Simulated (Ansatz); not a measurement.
**CH₉GaSSi₂: how energies converge with the basis set**

An exercise on one series of results from a longer session: the logs are not shown, and one member is left open.

Method: one geometry, several basis sets; program: Ansatz 0.2.0, Gaussian basis.

Plan: PBE0-D4/def2-SVP; ωB97M-V/def2-SVP; PBE0-D4/def2-QZVPP; ωB97M-V/def2-QZVPP; the functionals' def2-TZVPP values are taken from earlier runs.

## Structure used throughout

The geometry comes from an earlier relaxation with PBE0-D4 in a triple-zeta def2 set; it is a stationary point, not always the lowest conformer.

SMILES `C[SiH2]S[SiH2][GaH2]`, 14 atoms, charge 0, spin multiplicity 1.

Atoms are counted from 1 here; the program's logs count them from 0.

Bond lengths: C1–Si2 1.876 Å, C1–H6 1.098 Å, C1–H7 1.094 Å, C1–H8 1.094 Å, Si2–S3 2.132 Å, Si2–H9 1.484 Å, Si2–H10 1.487 Å, S3–Si4 2.156 Å, Si4–Ga5 2.417 Å, Si4–H11 1.491 Å, Si4–H12 1.489 Å, Ga5–H13 1.574 Å, Ga5–H14 1.571 Å. Angles: Si2–C1–H6 111.5°, Si2–C1–H7 110.6°, Si2–C1–H8 111.1°, H6–C1–H7 105.5°, H6–C1–H8 110.8°, H7–C1–H8 107.2°, C1–Si2–S3 112.2°, C1–Si2–H9 110.2°, C1–Si2–H10 108.8°, S3–Si2–H9 105.3°, S3–Si2–H10 111.0°, H9–Si2–H10 109.2°, Si2–S3–Si4 99.4°, S3–Si4–Ga5 109.7°, S3–Si4–H11 109.3°, S3–Si4–H12 104.2°, Ga5–Si4–H11 113.5°, Ga5–Si4–H12 112.2° and more.

As a file:

```tsv
atom	x (Å)	y (Å)	z (Å)
C1	-0.3126	1.5381	0.2011
Si2	-0.9496	0.3853	1.5370
S3	-1.3620	-1.5680	0.7877
Si4	0.5017	-1.9575	-0.2238
Ga5	0.9004	-0.2442	-1.8813
H6	0.7515	1.3645	-0.0071
H7	-0.3793	2.5796	0.5286
H8	-0.9073	1.4474	-0.7129
H9	-2.2430	0.8820	2.0694
H10	0.0467	0.3336	2.6393
H11	1.5941	-2.0757	0.7838
H12	0.3090	-3.2998	-0.8387
H13	2.2602	0.5458	-1.9354
H14	-0.2097	0.0689	-2.9479
```

The first run:

Contents of in.yaml:

```yaml
crystal:
  periodic: [false, false, false]
  atoms:
    - {symbol: C, position_ang: [-0.312559, 1.538114, 0.201139]}
    - {symbol: Si, position_ang: [-0.949578, 0.385321, 1.537019]}
    - {symbol: S, position_ang: [-1.362047, -1.568025, 0.787740]}
    - {symbol: Si, position_ang: [0.501675, -1.957539, -0.223800]}
    - {symbol: Ga, position_ang: [0.900388, -0.244247, -1.881254]}
    - {symbol: H, position_ang: [0.751540, 1.364530, -0.007082]}
    - {symbol: H, position_ang: [-0.379347, 2.579644, 0.528645]}
    - {symbol: H, position_ang: [-0.907326, 1.447388, -0.712901]}
    - {symbol: H, position_ang: [-2.243017, 0.881993, 2.069405]}
    - {symbol: H, position_ang: [0.046672, 0.333576, 2.639256]}
    - {symbol: H, position_ang: [1.594083, -2.075705, 0.783818]}
    - {symbol: H, position_ang: [0.309024, -3.299789, -0.838694]}
    - {symbol: H, position_ang: [2.260241, 0.545820, -1.935436]}
    - {symbol: H, position_ang: [-0.209749, 0.068930, -2.947865]}
basis:
  gaussian: {orbitals: def2-SVP}
hamiltonian: {xc: pbe0, dispersion: d4}
output: {orbitals: {seedname: orbitals}}
```

Run with:

```console
ansatz run in.yaml --threads 2 --pin off --events-out ev --progress --plain --max-ram 32768MiB --backend cpu
```

Steps of the session up to this table: PBE0-D4 in def2-SVP; ωB97M-V in def2-SVP; PBE0-D4 in def2-QZVPP; ωB97M-V in def2-QZVPP.

One of the session's tables, all rows but one given; the rest of the session is left out.

It belongs to the step «Density functionals: the series». 

```
functional       basis  HOMO (eV)  LUMO (eV)
   PBE0-D4    def2-SVP      -6.95      -1.84
   PBE0-D4  def2-TZVPP      -6.99      -1.87
   PBE0-D4  def2-QZVPP      -7.00      -1.89
   ωB97M-V    def2-SVP      -8.95      -0.05
   ωB97M-V  def2-TZVPP          ?          ?
   ωB97M-V  def2-QZVPP      -9.04      -0.22
```

Q: Estimate the row for ωB97M-V, def2-TZVPP from the others.

As computed: HOMO (eV): -9.03; LUMO (eV): -0.12. In the column «HOMO (eV)» it lies between ωB97M-V, def2-QZVPP (-9.04) and ωB97M-V, def2-SVP (-8.95).
